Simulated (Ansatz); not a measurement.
# Mo3N2: the cost of one run

Computed with Ansatz 0.2.0 (DFT PBE, scalar-relativistic, plane waves, PAW, unless a step's input says otherwise).

1 further run of the same task is left out (it didn't finish).

## 1. The structure to begin with

The structure is cubic, space group Pm-3m (No. 221). The conventional cell has a = 4.214 Å, b = 4.214 Å, c = 4.214 Å, α = 90.00°, β = 90.00°, γ = 90.00°. Around Mo (site symmetry 4/mmm) lie 6 N at 2.11 to 2.98 Å and 8 Mo at 2.98 Å. N (site symmetry m-3m) is surrounded by 12 Mo at 2.98 Å. Around N (site symmetry m-3m) lie 6 Mo at 2.11 Å.

As a file:

```
Mo N
1.0
     4.21356    0.00000    0.00000
     0.00000    4.21356    0.00000
     0.00000    0.00000    4.21356
Mo N
3 2
Direct
  0.50000 0.00000 0.00000
  0.00000 0.50000 0.00000
  0.00000 0.00000 0.50000
  0.50000 0.50000 0.50000
  0.00000 0.00000 0.00000
```

A structure generator made this guess: species swapped into a database cell of Tl2F3 (Pm-3m, No. 221), with N on the Tl sites and Mo on the F sites. Lengths come from tabulated atomic sizes and are only a guess.

## 2. Probe: one point on a coarse mesh

input.yaml

```yaml
crystal:
  lattice:
    - [4.21355796, 0.0, 0.0]
    - [0.0, 4.21355796, 0.0]
    - [0.0, 0.0, 4.21355796]
  atoms:
    - { symbol: Mo, position: [0.5, 0.0, 0.0], spin: 1.0 }
    - { symbol: Mo, position: [0.0, 0.5, 0.0], spin: 1.0 }
    - { symbol: Mo, position: [0.0, 0.0, 0.5], spin: 1.0 }
    - { symbol: "N", position: [0.5, 0.5, 0.5] }
    - { symbol: "N", position: [0.0, 0.0, 0.0] }
basis:
  ecutwfc: 420
kpoints:
  mp_grid: { grid: [4, 4, 4] }
hamiltonian:
  xc: pbe
scf:
  occupations: { method: gaussian, width: 0.1 }
  lower_state_search: "off"
output:
  forces: true
  stress: true
  eigenvalues: true
  populations: true
magnetization:
  spin_polarized: true
```

On the command line:

```console
> ansatz run input.yaml --threads 1 --pin off --max-ram 2560MiB --backend cpu --events-out ev --progress --plain --runs-dir out
```

What time and memory should one allow on 1 thread of Arm Neoverse V2, shared host?

About 5.3 s, with a peak of 0.32 GiB.
